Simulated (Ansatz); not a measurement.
# LaB (rocksalt): from the first guess to the electronic structure

Task: find the zero-pressure cell of LaB (rocksalt) and describe its electrons. The cell was built by placing the elements on the sites of a structure type; the runs don't test whether it is the stable form.

Program: Ansatz 0.2.0. Level of theory: DFT PBE, scalar-relativistic, plane waves, PAW. These are calculated values, not measurements.

1 further run of the same task is left out (set aside as unsound or not needed). Runs told in other sessions of the task aren't counted.

### 1 The system as given

The structure is cubic, space group Fm-3m (No. 225). The conventional cell has a = 5.459 Å, b = 5.459 Å, c = 5.459 Å, α = 90.00°, β = 90.00°, γ = 90.00°. La (site symmetry m-3m) is surrounded by 6 B at 2.73 Å. Around B (site symmetry m-3m) lie 6 La at 2.73 Å.

Structure file:

```xyz
2
Lattice="0.0000 2.7295 2.7295 2.7295 0.0000 2.7295 2.7295 2.7295 0.0000" Properties=species:S:1:pos:R:3 pbc="T T T"
La    2.7295    2.7295    2.7295
B     0.0000    0.0000    0.0000
```

### 2 The first run

input.yaml

```yaml
crystal:
  lattice:
    - [0.0, 2.7294892755, 2.7294892755]
    - [2.7294892755, 0.0, 2.7294892755]
    - [2.7294892755, 2.7294892755, 0.0]
  atoms:
    - { symbol: La, position: [0.5, 0.5, 0.5] }
    - { symbol: B, position: [0.0, 0.0, 0.0] }
basis:
  ecutwfc: 420
  ecutrho_ratio: 4
kpoints:
  mp_grid: { grid: [10, 10, 10] }
hamiltonian:
  xc: pbe
scf:
  occupations: { method: gaussian, width: 0.05 }
output:
  forces: true
  stress: true
  eigenvalues: true
```

On the command line:

```bash
> ansatz run input.yaml --threads 2 --pin off --max-ram 2662MiB --backend cpu --events-out ev --progress --plain --runs-dir out
```

Further steps of the session: A step to a new volume; Next volume: 23.011 Å³/atom; A step to a new volume; The electronic structure.

Before running it: what results should come out? Wanted: space group; conventional cell; volume; pressure; gap; states at the Fermi level; Bader charges; highest ELF outside the cores.

As calculated:

```
                     quantity                                                                      value
                  space group                                                            Fm-3m (No. 225)
            conventional cell  a = 5.672 Å, b = 5.672 Å, c = 5.672 Å, α = 90.00°, β = 90.00°, γ = 90.00°
                       volume                                                             22.804 Å³/atom
                     pressure                                                                   0.03 GPa
                          gap                                                               none (metal)
    states at the Fermi level    about 3.4 (mean within 0.5 eV; 7.5 at the level itself) per eV per cell
                Bader charges                                                        La +1.28; B -1.28 e
highest ELF outside the cores                                                   0.81, about 0.9 Å from B
```

**Reading.** From the first run shown, the volume went from 20.34 to 22.80 Å³/atom (+12.1 %) in 4 runs, where the pressure is zero within 0.03 GPa. It comes out metallic; the largest share of the states at the Fermi level is B 2p (47 % of the projected weight, then La 5d with 44 %). The Bader partition leaves La most positive, at +1.28 e.
